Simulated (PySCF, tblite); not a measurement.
# CH9FGeO2Si2, a small molecule taken as a stand-in for a surface group: NMR shifts, core binding energies and electronic excitations, part 1 of 2

Aim: the NMR shifts, core binding energies and electronic excitations of `[CH3][Ge]([F])([O][SiH3])[O][SiH3]`.

Programs: tblite 0.8.0 and PySCF 2.14.0. All values are calculated, for the isolated system unless a continuum is named. Atoms count from 0, parts from 1.

## Step 1: The system as given

16 atoms, charge 0, multiplicity 1; geometry: distance geometry start.

## Step 2: Geometry optimisation with GFN2-xTB

What the job is given:

```
{"job": {"kind": "relax", "xc": "GFN2-xTB", "basis": "xTB"}, "charge": 0, "multiplicity": 1}
Ge     0.042246    -0.350045    -0.144043
C     -0.224858     1.548854     0.054756
O     -1.281850    -1.347525     0.417805
Si    -2.836881    -0.683198     0.282364
O      1.498082    -0.908104     0.751386
Si     2.965477    -0.540386    -0.015082
F      0.288191    -0.659233    -1.870344
H      0.648529     2.069755     0.459350
H     -0.384084     1.984716    -0.986130
H     -1.088221     1.715672     0.702773
H     -2.858140     0.769065     0.431137
H     -3.606478    -1.196500     1.440550
H     -3.580323    -1.092346    -0.908410
H      3.953390    -1.575179     0.312804
H      3.577926     0.706202     0.512911
H      2.906266    -0.450786    -1.470293
```

Level: GFN2-xTB geometry optimisation, gas phase.

On the command line:

```bash
$ OMP_NUM_THREADS=1 python cluster_run.py task.json out
```

This one command runs all jobs of the session in turn.

The log of the run:

```text
step      E/eV     max force
  0    -684.82617    1.840
  1    -685.00952    1.281
  2    -685.12621    0.789
  3    -685.18406    0.676
  4    -685.27942    0.604
  5    -685.31043    0.465
  6    -685.33633    0.430
  7    -685.35445    0.315
  8    -685.36948    0.271
  9    -685.38509    0.331
 10    -685.40604    0.423
 11    -685.43061    0.450
 12    -685.45546    0.389
 13    -685.47324    0.379
 14    -685.48317    0.264
 15    -685.49247    0.221
 16    -685.50181    0.257
 17    -685.51028    0.343
 18    -685.52092    0.367
 19    -685.53313    0.289
 20    -685.54558    0.289
 21    -685.55735    0.256
 22    -685.56663    0.267
 23    -685.57339    0.189
 24    -685.57898    0.151
 25    -685.58345    0.159
 26    -685.58723    0.195
 27    -685.59086    0.198
 28    -685.59445    0.157
 29    -685.59869    0.152
 30    -685.60370    0.166
 31    -685.60810    0.169
 32    -685.61084    0.115
 33    -685.61255    0.087
 34    -685.61406    0.128
 35    -685.61597    0.193
 36    -685.61869    0.205
 37    -685.62164    0.153
 38    -685.62368    0.104
 39    -685.62565    0.114
 40    -685.62728    0.137
 41    -685.62889    0.124
 42    -685.63065    0.105
 43    -685.63246    0.093
 44    -685.63391    0.101
 45    -685.63490    0.087
 46    -685.63567    0.069
 47    -685.63649    0.072
 48    -685.63750    0.095
 49    -685.63868    0.115
 50    -685.63993    0.102
 51    -685.64131    0.076
 52    -685.64275    0.071
 53    -685.64379    0.079
 54    -685.64473    0.075
 55    -685.64585    0.094
 56    -685.64725    0.104
 57    -685.64893    0.097
 58    -685.65054    0.087
 59    -685.65164    0.071
 60    -685.65222    0.056
 61    -685.65251    0.065
 62    -685.65287    0.047
 63    -685.65314    0.042
 64    -685.65354    0.037
 65    -685.65373    0.035
 66    -685.65406    0.042
 67    -685.65430    0.043
 68    -685.65459    0.040
 69    -685.65483    0.036
 70    -685.65500    0.030
 71    -685.65509    0.024
 72    -685.65517    0.022
 73    -685.65526    0.024
 74    -685.65537    0.032
 75    -685.65549    0.032
 76    -685.65560    0.031
 77    -685.65570    0.022
 78    -685.65578    0.027
 79    -685.65586    0.032
 80    -685.65597    0.030
 81    -685.65612    0.044
 82    -685.65633    0.066
 83    -685.65658    0.047
 84    -685.65681    0.052
 85    -685.65699    0.045
 86    -685.65717    0.051
 87    -685.65745    0.057
 88    -685.65774    0.046
 89    -685.65802    0.056
 90    -685.65823    0.044
 91    -685.65852    0.053
 92    -685.65918    0.087
 93    -685.66013    0.121
 94    -685.66155    0.180
 95    -685.66194    0.134
 96    -685.66391    0.095
 97    -685.66493    0.073
 98    -685.66569    0.131
 99    -685.66694    0.112
100    -685.66822    0.123
101    -685.66996    0.093
102    -685.67073    0.068
103    -685.67136    0.146
104    -685.67228    0.098
105    -685.67362    0.096
106    -685.67593    0.138
107    -685.67708    0.098
108    -685.67856    0.073
109    -685.68033    0.097
110    -685.68117    0.086
111    -685.68221    0.075
112    -685.68343    0.080
113    -685.68418    0.075
114    -685.68531    0.104
115    -685.68645    0.098
116    -685.68773    0.125
117    -685.68915    0.133
118    -685.69000    0.217
119    -685.69224    0.124
120    -685.69400    0.126
121    -685.69642    0.086
122    -685.69752    0.102
123    -685.70051    0.126
124    -685.70280    0.144
125    -685.70459    0.146
126    -685.70615    0.121
127    -685.70753    0.077
128    -685.70883    0.072
129    -685.70973    0.073
130    -685.71154    0.095
131    -685.71364    0.133
132    -685.71565    0.124
133    -685.71758    0.118
134    -685.71902    0.164
135    -685.72025    0.148
136    -685.72176    0.151
137    -685.72468    0.166
138    -685.72718    0.143
139    -685.73106    0.127
140    -685.73487    0.144
141    -685.73812    0.236
142    -685.74072    0.255
143    -685.74330    0.260
144    -685.74685    0.116
145    -685.75037    0.120
146    -685.75325    0.213
147    -685.75660    0.117
148    -685.75909    0.103
149    -685.76204    0.144
150    -685.76372    0.115
151    -685.76521    0.115
152    -685.76639    0.111
153    -685.76739    0.079
154    -685.76829    0.070
155    -685.76908    0.076
156    -685.76962    0.060
157    -685.77004    0.060
158    -685.77040    0.050
159    -685.77083    0.078
160    -685.77153    0.113
161    -685.77243    0.122
162    -685.77339    0.093
163    -685.77420    0.077
164    -685.77479    0.057
165    -685.77518    0.059
166    -685.77564    0.059
167    -685.77604    0.048
168    -685.77636    0.036
169    -685.77661    0.036
170    -685.77684    0.037
171    -685.77706    0.047
172    -685.77727    0.045
173    -685.77746    0.034
174    -685.77762    0.034
175    -685.77776    0.037
176    -685.77791    0.040
177    -685.77805    0.032
178    -685.77816    0.024
179    -685.77823    0.018
180    -685.77830    0.019
181    -685.77838    0.026
182    -685.77848    0.031
183    -685.77859    0.027
184    -685.77869    0.032
185    -685.77881    0.035
186    -685.77895    0.032
187    -685.77908    0.029
188    -685.77919    0.030
189    -685.77929    0.029
190    -685.77941    0.027
191    -685.77956    0.033
192    -685.77975    0.045
193    -685.77994    0.050
194    -685.78010    0.046
195    -685.78024    0.037
196    -685.78035    0.023
197    -685.78042    0.018
198    -685.78047    0.015
199    -685.78050    0.017
200    -685.78053    0.016
201    -685.78053    0.016
202    -685.78205    0.053
203    -685.78256    0.111
204    -685.78350    0.072
205    -685.78436    0.069
206    -685.78449    0.141
207    -685.78549    0.028
208    -685.78590    0.024
209    -685.78620    0.055
210    -685.78651    0.029
211    -685.78669    0.015
212    -685.78679    0.022
213    -685.78684    0.007
```

It took 8.3 s on 1 thread of Intel Xeon Platinum 8488C, shared host.

Along the way:

```
step  energy from step 0 (eV)  largest force (eV/Å)
   0                   0.0000                1.8405
   8                  -0.5433                0.2708
  16                  -0.6756                0.2565
  24                  -0.7528                0.1512
  32                  -0.7847                0.1145
  40                  -0.8011                0.1370
  48                  -0.8113                0.0959
  56                  -0.8211                0.1046
  64                  -0.8274                0.0370
  72                  -0.8290                0.0220
  80                  -0.8298                0.0302
  88                  -0.8316                0.0461
  96                  -0.8377                0.0948
 104                  -0.8461                0.0972
 112                  -0.8573                0.0798
 120                  -0.8678                0.1256
 128                  -0.8827                0.0723
 136                  -0.8956                0.1515
 144                  -0.9207                0.1152
 152                  -0.9402                0.1108
 160                  -0.9454                0.1131
 168                  -0.9502                0.0352
 176                  -0.9517                0.0404
 184                  -0.9525                0.0326
 192                  -0.9536                0.0446
 200                  -0.9544                0.0151
 208                  -0.9597                0.0244
 213                  -0.9607                0.0077
```

Distances of close pairs at the start and the end, largest changes first:

```
   bond  before (Å)  after (Å)  change (Å)
 Ge0–O4       1.798      1.716      -0.082
 O2–Si3       1.696      1.633      -0.063
 O4–Si5       1.696      1.634      -0.061
  C1–H8       1.140      1.086      -0.054
 Ge0–O2       1.750      1.714      -0.037
 Ge0–C1       1.928      1.959      +0.031
Si5–H14       1.486      1.462      -0.024
Si3–H11       1.482      1.466      -0.016
```

## Step 3: Geometry optimisation at PBE0-D3(BJ)/def2-SVP

What the job is given:

```
{"job": {"xc": "PBE0", "basis": "def2-SVP", "d3": "d3bj", "grid": 2, "kind": "geom", "shake": 0.01}, "charge": 0, "multiplicity": 1}
Ge    -0.031148     0.833966    -0.432714
C     -0.064798     2.774418    -0.047291
O     -1.426838     0.012417     0.176711
Si    -1.980526    -1.468690     0.485881
O      1.391191     0.049293     0.011264
Si     2.105147    -1.408895     0.016528
F     -0.146950     0.581363    -2.170905
H      0.808641     3.254846    -0.531782
H     -0.976584     3.226070    -0.407461
H     -0.004082     2.940989     1.036279
H     -3.454835    -1.185806     0.542256
H     -1.475414    -1.898221     1.792886
H     -1.676536    -2.410572    -0.572008
H      1.312065    -2.331394     0.859770
H      3.398194    -1.079091     0.606781
H      2.211023    -1.902008    -1.344053
```

The log of the run:

```text
step   0  E = -2948.47891916  max force = 0.045369
step   1  E = -2948.49307408  max force = 0.012962
step   2  E = -2948.49385965  max force = 0.002314
step   3  E = -2948.49396081  max force = 0.001685
step   4  E = -2948.49403104  max force = 0.001746
step   5  E = -2948.49407096  max force = 0.000907
step   6  E = -2948.49412324  max force = 0.001094
step   7  E = -2948.49416135  max force = 0.001703
step   8  E = -2948.49422844  max force = 0.001776
step   9  E = -2948.49427416  max force = 0.001439
step  10  E = -2948.49431013  max force = 0.001057
step  11  E = -2948.49433824  max force = 0.001263
step  12  E = -2948.49436554  max force = 0.001436
step  13  E = -2948.49439203  max force = 0.001014
step  14  E = -2948.49440877  max force = 0.000687
step  15  E = -2948.49442208  max force = 0.000462
step  16  E = -2948.49443504  max force = 0.000528
step  17  E = -2948.49446063  max force = 0.000878
step  18  E = -2948.49448896  max force = 0.001116
step  19  E = -2948.49451154  max force = 0.000887
step  20  E = -2948.49452968  max force = 0.000233
step  21  E = -2948.49453464  max force = 0.000138
optimisation converged
```

Run time: 8 min. Hardware: 1 thread of Intel Xeon Platinum 8488C, shared host; peak memory 0.93 GiB.

The steps of the relaxation:

```
step  energy from step 0 (eV)  largest force component (eV/Å)
   0                   0.0000                          2.3330
   1                  -0.3852                          0.6665
   2                  -0.4066                          0.1190
   3                  -0.4093                          0.0866
   4                  -0.4112                          0.0898
   5                  -0.4123                          0.0466
   6                  -0.4137                          0.0563
   7                  -0.4148                          0.0876
   8                  -0.4166                          0.0913
   9                  -0.4178                          0.0740
  10                  -0.4188                          0.0544
  11                  -0.4196                          0.0649
  12                  -0.4203                          0.0738
  13                  -0.4210                          0.0521
  14                  -0.4215                          0.0353
  15                  -0.4219                          0.0238
  16                  -0.4222                          0.0272
  17                  -0.4229                          0.0451
  18                  -0.4237                          0.0574
  19                  -0.4243                          0.0456
  20                  -0.4248                          0.0120
  21                  -0.4249                          0.0071
```

Close pairs (by a distance rule), those that changed most:

```
   bond  before (Å)  after (Å)  change (Å)
 Ge0–O4       1.684      1.753      +0.069
 Ge0–C1       1.979      1.910      -0.069
 O2–Si3       1.611      1.667      +0.056
 O4–Si5       1.624      1.668      +0.045
Si3–H12       1.449      1.493      +0.045
Si5–H15       1.451      1.492      +0.041
Si5–H14       1.459      1.490      +0.031
Si3–H11       1.466      1.494      +0.028
```

The next job starts from the end point, and lists it.

```
                         at the end point                value
  point group (found at 0.08 Å tolerance)                   C1
rotational constants (GHz, main isotopes)  1.264, 1.153, 0.743
                        dipole moment (D)                 1.70
```

## Step 4: Shielding tensors: PBE0/pcSseg-1

What the job is given:

```
{"job": {"kind": "nmr", "xc": "PBE0", "basis": "pcSseg-1"}, "charge": 0, "multiplicity": 1}
Ge    -0.079662     0.870573    -0.352454
C     -0.086595     2.767036    -0.127137
O     -1.472991     0.116620     0.389639
Si    -2.040876    -1.433946     0.619172
O      1.380747     0.118144     0.259513
Si     2.159099    -1.318284    -0.078332
F     -0.129795     0.415440    -2.028470
H      0.770149     3.202075    -0.658543
H     -1.020252     3.180826    -0.530676
H     -0.013653     3.005263     0.942476
H     -3.457583    -1.330979     1.069635
H     -1.236910    -2.132743     1.666809
H     -1.969159    -2.218287    -0.649462
H      1.161804    -2.411123    -0.298546
H      3.013233    -1.657102     1.094453
H      3.011229    -1.184996    -1.295815
```

Method: GIAO PBE0/pcSseg-1 NMR shielding, non-relativistic, gas phase.

The log of the run:

```text
coarse grid: 63328 points
cycle   1  E = -2948.6060406755  dE = -2.287e-01  |g| = 1.474e+00  |ddm| = 3.782e+00
cycle   2  E = -2948.1625780079  dE =  4.435e-01  |g| = 2.167e+00  |ddm| = 2.128e+00
cycle   3  E = -2948.8782618925  dE = -7.157e-01  |g| = 2.274e-01  |ddm| = 1.481e+00
cycle   4  E = -2948.8863261893  dE = -8.064e-03  |g| = 9.993e-02  |ddm| = 2.057e-01
cycle   5  E = -2948.8877269559  dE = -1.401e-03  |g| = 2.383e-02  |ddm| = 6.562e-02
cycle   6  E = -2948.8878026534  dE = -7.570e-05  |g| = 5.160e-03  |ddm| = 1.569e-02
cycle   7  E = -2948.8878070614  dE = -4.408e-06  |g| = 1.009e-03  |ddm| = 4.436e-03
final grid: 130472 points
cycle   8  E = -2948.8879143375  dE = -1.890e-08  |g| = 1.087e-03  |ddm| = 2.068e-03
cycle   9  E = -2948.8879141806  dE =  1.569e-07  |g| = 1.427e-03  |ddm| = 1.830e-03
cycle  10  E = -2948.8879145870  dE = -4.064e-07  |g| = 1.924e-04  |ddm| = 1.009e-03
cycle  11  E = -2948.8879145924  dE = -5.437e-09  |g| = 3.537e-05  |ddm| = 1.325e-04
cycle  12  E = -2948.8879145926  dE = -2.319e-10  |g| = 5.176e-06  |ddm| = 2.801e-05
converged SCF energy = -2948.8879145926

GIAO shielding tensors (ppm)
atom      isotropic    diamagn.    paramagn.     s11        s22        s33       span
  0 Ge    1322.319    2758.063   -1435.745   1230.987   1267.501   1468.468    237.481
  1 C      187.187     254.964     -67.777    181.589    183.045    196.927     15.338
  2 O      283.450     405.564    -122.114    242.300    298.701    309.349     67.049
  3 Si     385.462     879.474    -494.012    339.927    353.199    463.260    123.332
  4 O      284.850     405.589    -120.739    247.553    287.201    319.796     72.243
  5 Si     384.811     879.621    -494.810    338.607    352.153    463.672    125.065
  6 F      326.897     479.707    -152.810    269.806    316.868    394.017    124.211
  7 H       30.598      28.398       2.200     25.110     27.831     38.854     13.743
  8 H       30.557      28.227       2.330     25.127     27.696     38.849     13.722
  9 H       30.531      29.636       0.895     25.250     27.844     38.499     13.249
 10 H       26.252      28.316      -2.064     22.645     24.197     31.916      9.270
 11 H       26.104      30.198      -4.095     22.534     24.786     30.990      8.456
 12 H       26.016      29.864      -3.848     22.566     24.592     30.891      8.325
 13 H       25.979      30.829      -4.850     22.053     25.546     30.338      8.285
 14 H       26.297      28.892      -2.595     22.975     24.098     31.817      8.842
 15 H       26.167      28.798      -2.631     22.553     24.261     31.685      9.132
```

It took 43 s on 1 thread of Intel Xeon Platinum 8488C, shared host; peak memory 1 GiB.

Shifts follow as δ = σ(reference) − σ, with reference shieldings (ppm) from runs at the same level and on the same kind of geometry: 1H TMS 31.27, 13C TMS 184.4, 29Si TMS 352.0, 19F CFCl3 177.2, 17O H2O 334.6, 73Ge GeMe4 1330. The references are single molecules in the gas phase, so shifts against H2O, NH3, PH3, H3PO4 or CFCl3 are not on the usual liquid scales and can be off by tens of ppm.

```
atoms                        environment  σ (ppm)  δ (ppm)
   C1           carbon bonded to Ge, 3 H    187.2     -2.8
  H13  hydrogen on a silicon bonded to O    25.98     5.29
  H12  hydrogen on a silicon bonded to O    26.02     5.25
  H11  hydrogen on a silicon bonded to O    26.10     5.16
  H15  hydrogen on a silicon bonded to O    26.17     5.10
  H10  hydrogen on a silicon bonded to O    26.25     5.01
  H14  hydrogen on a silicon bonded to O    26.30     4.97
   H9  hydrogen on a carbon bonded to Ge    30.53     0.74
   H8  hydrogen on a carbon bonded to Ge    30.56     0.71
   H7  hydrogen on a carbon bonded to Ge    30.60     0.67
  Ge0      germanium bonded to C, F, 2 O     1322        8
   O2            oxygen bonded to Ge, Si    283.4     51.1
   O4            oxygen bonded to Ge, Si    284.9     49.7
  Si5           silicon bonded to O, 3 H    384.8    -32.8
  Si3           silicon bonded to O, 3 H    385.5    -33.5
   F6              fluorine bonded to Ge    326.9   -149.6
```

The run also stored atomic charges by several schemes (e):

```
atoms  Mulliken    IAO  Hirshfeld  ESP fit
  Ge0      1.55   1.53       0.62     1.25
   C1     -0.57  -0.71      -0.18    -0.87
   O2     -0.85  -0.84      -0.33    -0.58
  Si3      0.68   0.84       0.37     0.55
   O4     -0.86  -0.85      -0.33    -0.59
  Si5      0.70   0.85       0.37     0.59
   F6     -0.50  -0.53      -0.25    -0.41
```

Mayer bond orders: Ge0–C1 1.03, Ge0–O2 0.79, O2–Si3 0.91, Ge0–O4 0.77, O4–Si5 0.91, Ge0–F6 0.79.

(Continued in part 2 of 2.)
